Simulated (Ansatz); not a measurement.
**GaCo: how the settings move a single-point run**

Question: which choices in the input matter for GaCo?

Program: Ansatz 0.2.0. Level of theory: reference: DFT, LDA, PAW with Ansatz's default frozen-core files, scalar-relativistic. These are calculated values, not measurements.

### 1 The system as given

Symmetry: Pm-3m, No. 221, cubic system. Conventional cell: a = 2.878 Å, b = 2.878 Å, c = 2.878 Å, α = 90.00°, β = 90.00°, γ = 90.00°. Ga (site symmetry m-3m) has 8 Co at 2.49 Å as nearest neighbours. Co (site symmetry m-3m) is surrounded by 8 Ga at 2.49 Å.

Coordinates:

```
Ga Co
1.0
     2.87800    0.00000    0.00000
     0.00000    2.87800    0.00000
     0.00000    0.00000    5.75600
Ga Co
2 2
Cartesian
  1.4390 1.4390 1.4390
  1.4390 1.4390 4.3170
  0.0000 0.0000 0.0000
  0.0000 0.0000 2.8780
```

### 2 Reference

File input.yaml:

```yaml
crystal:
  lattice:
    - [2.878, 0.0, 0.0]
    - [0.0, 2.878, 0.0]
    - [0.0, 0.0, 5.756]
  atoms:
    - { symbol: Ga, position: [0.5, 0.5, 0.25] }
    - { symbol: Ga, position: [0.5, 0.5, 0.75] }
    - { symbol: Co, position: [0.0, 0.0, 0.0] }
    - { symbol: Co, position: [0.0, 0.0, 0.5] }
kpoints:
  mp_grid: { grid: [10, 10, 5] }
scf:
  occupations: { method: fermi_dirac, width: 0.08 }
  lower_state_search: "off"
hamiltonian:
  xc: lda
  pseudopotentials: { kind: paw }
output:
  forces: true
  stress: true
  eigenvalues: true
```

The run is started by

```bash
$ ansatz run input.yaml --threads 2 --pin off --max-ram 6144MiB --backend cpu --events-out ev --progress --plain --runs-dir out
```

### 3 Variant: mp_grid.shift [0.5, 0.5, 0.5]

Changes to input.yaml since step 2:

```diff
@@ -11,3 +11,3 @@
 kpoints:
-  mp_grid: { grid: [10, 10, 5] }
+  mp_grid: { grid: [10, 10, 5], shift: [0.5, 0.5, 0.5] }
 scf:
@@ -22 +22,5 @@
   eigenvalues: true
+  write_density: true
+  write_potential: true
+  elf: true
+  volumetric_format: npy
```

Q: Predict the outcome of this session. Wanted: for each run, ending; energy change; pressure; gap; force.

The runs gave:

| run | ending | energy change | pressure (GPa) | gap (eV) | force (eV/Å) | cycles | time |
| --- | --- | --- | --- | --- | --- | --- | --- |
| reference | converged | 0 | -13.2 | 0.00 | 0.00 | 8 | 2.3 s |
| 1: mp_grid.shift [0.5, 0.5, 0.5] | converged | -0.7 meV/atom | -13.2 | 0.00 | 0.00 | 8 | 2.5 s |

Times don't compare one to one where runs were asked for different outputs or read a saved state (see the inputs); cycles may leave out searches for a lower state.

Residual by cycle in the longest SCF loop of each run; runs are numbered as in the table. The quantity is the density residual dr2, in eV.

| cycle | reference | run 1 |
| --- | --- | --- |
| 1 | 0.0999 | 0.0878 |
| 2 | 0.0121 | 0.0107 |
| 3 | 7.1e-4 | 6.5e-4 |
| 4 | 1.8e-4 | 1.7e-4 |
| 5 | 2.9e-5 | 2.7e-5 |
| 6 | 1.1e-6 | 9.1e-7 |
| 7 | 1.9e-7 | 1.7e-7 |
| 8 | 5.1e-9 | 6.1e-9 |

What this shows: Changing the k-point mesh moves the energy by -0.7 meV/atom. The energy is not variational in the mesh, so the sign tells nothing. The structure is not at rest: the sound run finds -13 GPa, so these are no properties of the relaxed crystal. The reference leaves spin out although Co can carry a moment, so its state need not be the lowest.
